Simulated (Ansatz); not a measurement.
# C₂H₃BClF, SMILES C=C(F)BCl: energies of removing a hydrogen

With Ansatz 0.2.0 through its Python package.

`c2h3bclf.xyz`
```text
8

C     0.92080    0.72860    0.63760
C     0.01390   -0.23600    0.42830
F    -0.23900   -1.12640    1.41320
B    -0.66100   -0.39200   -0.93980
Cl   -1.90860   -1.80930   -1.19930
H     1.38310    0.88920    1.57670
H     1.10020    1.50790   -0.14760
H    -0.51720    0.38090   -1.82470
```

Run as a notebook:

In [1]:
```python
import ansatz
```

In [2]:
```python
BASIS = "def2-TZVP"
XC = "PBE0"
```

In [3]:
```python
def single_point(molecule, charge=0, unpaired=0):
    calc = molecule.calculation().basis(gaussian=BASIS).functional(XC)
    if charge:
        calc = calc.charge(charge)
    if unpaired:
        calc = calc.spin("collinear", total=unpaired)
    return calc.run().report["free_energy_ev"]
```

In [4]:
```python
def without(molecule, index):
    rest = ansatz.Crystal.molecule()
    for i, site in enumerate(molecule.cartesian_sites):
        if i != index:
            rest = rest.atom(site.symbol, site.position_ang)
    return rest
```

In [5]:
```python
system = ansatz.Crystal.molecule_from_extxyz("c2h3bclf.xyz")
```

In [6]:
```python
whole = single_point(system, 0)
hydrogen = single_point(ansatz.Crystal.molecule().atom("H", (0, 0, 0)), 0, 1)
print(f"E(molecule) = {whole:.5f} eV, E(H) = {hydrogen:.5f} eV")
for index in [6, 7]:
    radical = single_point(without(system, index), 0, 1)
    print(f"H{index}: homolysis {(radical + hydrogen - whole):.3f} eV")
```
```text
E(molecule) = -18030.89712 eV, E(H) = -13.63389 eV
H6: homolysis 5.209 eV
H7: homolysis 4.678 eV
```

Caveats:
- Total energies depend on the basis set; only differences at equal settings carry meaning.
- The geometry is a force-field or estimated start, not a minimum of this method, and the basis set is short of its limit. All parts are taken at fixed geometry, without zero-point energy.
- Hardware and time: 28 s on 1 thread of Arm Neoverse V1, with other jobs on the host, peak memory 0.47 GiB.
